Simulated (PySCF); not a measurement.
# A diatomic session: SeI+

An exercise on one series of results from a longer session: the logs are not shown, and one member is left open.

The runs use PySCF 2.14.0; Se cc-pVDZ-PP with ECP10, I cc-pVDZ-PP with ECP28, scalar-relativistic core potentials.

The first run:

The job is set up so:

| Item | Value |
| --- | --- |
| atoms | Se, I |
| charge | 1 |
| basis | Se cc-pVDZ-PP with ECP10, I cc-pVDZ-PP with ECP28 |
| Hamiltonian | scalar-relativistic core potentials |
| basis functions | 46 |
| electrons treated | 48 |
| masses in u | 79.9165, 126.9045 |
| levels | PBE0, PBE, r²SCAN, M06, M06-L, TPSSh, LC-ωPBE, HF, MP2, SCS-MP2, CCSD, CCSD(T) |
| grid | 80 radial by 434 angular points |
| occupations | held fixed by the projection of orbital angular momentum |
| dissociation limit | Se+ + I, each in its ground configuration |
| starting distance in angstrom | 2.525 |
| values of 2S to try | 0, 2, 4 |

Run with:

```console
$ OMP_NUM_THREADS=1 python dia.py task.json out
```

Steps of the session up to this table: Set-up; PBE0 along the bond; Higher solutions at PBE0; PBE; r²SCAN; M06 (hybrid meta-GGA); M06-L (meta-GGA); TPSSh (hybrid meta-GGA); LC-ωPBE (range-separated hybrid); UHF; MP2 and coupled cluster.

One of the session's tables, all rows but one given; the rest of the session is left out.

It belongs to the step «The curves together». Energy (eV) from each level's lowest point:

```
R (Å)    UHF  UHF-MP2  UHF-SCS-MP2  UHF-CCSD  UHF-CCSD(T)
2.049  1.695    1.659        1.705       n/a          n/a
2.144  0.756    0.694        0.735     0.834        0.864
2.239  0.251    0.188        0.218     0.287        0.304
2.311  0.068    0.026        0.043     0.081        0.089
2.382  0.000    0.000        0.000     0.000        0.000
2.454      ?        ?            ?         ?            ?
2.549  0.102    0.272        0.226     0.120        0.108
2.668  0.267    0.614        0.543     0.351        0.334
2.811  0.450    1.039        0.953     0.690        0.674
3.001  0.621    1.459        1.358       n/a          n/a
```

Q: Estimate the row for R (Å) = 2.454 from the others.

Worked estimate for «UHF». A straight line through the neighbours (2.382, 0.000) and (2.549, 0.102) gives 0.000 + (0.102 − 0.000) × (2.454 − 2.382) / (2.549 − 2.382) = 0.044; a parabola fitted to 4 rows on both sides gives 0.022.

The run gave: UHF: 0.012; UHF-MP2: 0.073; UHF-SCS-MP2: 0.054; UHF-CCSD: 0.010; UHF-CCSD(T): 0.004. In «UHF» the line misses by +0.032 and the parabola by +0.010.
